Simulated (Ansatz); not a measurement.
Task: relaxations under a series of pressures of Pt, space group Im-3m, with the Python package of Ansatz (0.2.0). Give the script and its output. Level of theory (first run): r2SCAN, PAW, cutoff 558 eV, 15×15×15 k-points, Fermi-Dirac smearing of 0.1 eV.

```
Pt
1.0
    -1.58422    1.58422    1.58422
     1.58422   -1.58422    1.58422
     1.58422    1.58422   -1.58422
Pt
1
Direct
  0.00000 0.00000 0.00000
```

`compress_pt.py`:
```python
# -*- coding: utf-8 -*-
'''Volume and enthalpy of Pt against pressure.'''

import ansatz
import numpy as np
import pandas as pd

def edges_and_angles(cell):
    cell = np.asarray(cell)
    a, b, c = np.linalg.norm(cell, axis=1)
    cosines = cell[1] @ cell[2] / (b * c), cell[0] @ cell[2] / (a * c), cell[0] @ cell[1] / (a * b)
    return (a, b, c, *np.degrees(np.arccos(cosines)))

system = (
    ansatz.Lattice.of((-1.58422, 1.58422, 1.58422), (1.58422, -1.58422, 1.58422), (1.58422, 1.58422, -1.58422))
    .atom('Pt', (0.0, 0.0, 0.0))
)

base = (
    system.calculation()
    .functional('r2scan')
    .basis(41 * ansatz.Ry)
    .kpoints(mesh=(15, 15, 15))
    .occupations('fermi_dirac')
)

# H = F + PV, with 1 GPa A^3 = 1/160.21766 eV
rows = []
for pressure in [0, 5, 10, 20]:
    done = base.relax(cell=True, pressure=pressure, max_steps=60).run(threads=1, backend='cpu')
    cell = done.lattice.cell_ang
    n_atoms = len(done.lattice.sites)
    volume = abs(np.linalg.det(cell)) / n_atoms
    enthalpy = done.report['free_energy_ev'] / n_atoms + pressure * volume / 160.21766
    rows.append((pressure, volume, enthalpy, *edges_and_angles(cell)))
    print(f'{pressure} GPa done: {volume:.4f} A^3/atom')

table = pd.DataFrame(rows, columns=['P_GPa', 'V_A3_atom', 'H_eV_atom', 'a', 'b', 'c', 'alpha', 'beta', 'gamma'])
print(table.round(4).to_string(index=False))
p, v = np.array([row[0] for row in rows], float), np.array([row[1] for row in rows])
print('mean bulk modulus between rows (GPa):', np.round(-np.diff(p) / np.diff(np.log(v)), 1))
```

Running `python compress_pt.py` prints:
```text
0 GPa done: 15.4730 A^3/atom
5 GPa done: 15.1937 A^3/atom
10 GPa done: 14.9391 A^3/atom
20 GPa done: 14.5013 A^3/atom
 P_GPa  V_A3_atom   H_eV_atom      a      b      c    alpha     beta    gamma
     0    15.4730 -12536.7177 2.7189 2.7189 2.7189 109.4712 109.4712 109.4712
     5    15.1937 -12536.2393 2.7025 2.7025 2.7025 109.4712 109.4712 109.4712
    10    14.9391 -12535.7692 2.6873 2.6873 2.6873 109.4712 109.4712 109.4712
    20    14.5013 -12534.8508 2.6608 2.6608 2.6608 109.4712 109.4712 109.4712
mean bulk modulus between rows (GPa): [274.5 295.9 336.2]
```

The volume falls from 15.47 Å³ an atom at 0 GPa to 14.50 at 20 GPa, by 6.3 %. Between 0 and 5 GPa, -V dP/dV is about 274 GPa, a mean over that step.

Reading the output:
- Total energies depend on the potentials; only differences at equal settings carry meaning.
- The run is spin-unpolarised.
- At a fixed pressure a relaxation lowers the enthalpy F + PV, while F alone can rise.
- Edges and angles are those of the cell as typed, here a primitive one, not of the conventional cell.
- Spin-orbit coupling, which matters for elements this heavy, is left out.
- This isn't the structure that Pt takes at ambient conditions.
- Symmetry holds the cell in this phase, whether or not it is the stable one at each pressure.
- Hardware and time: 72 s on 1 thread of Arm Neoverse V2, on a shared host, peak memory 0.5 GiB.
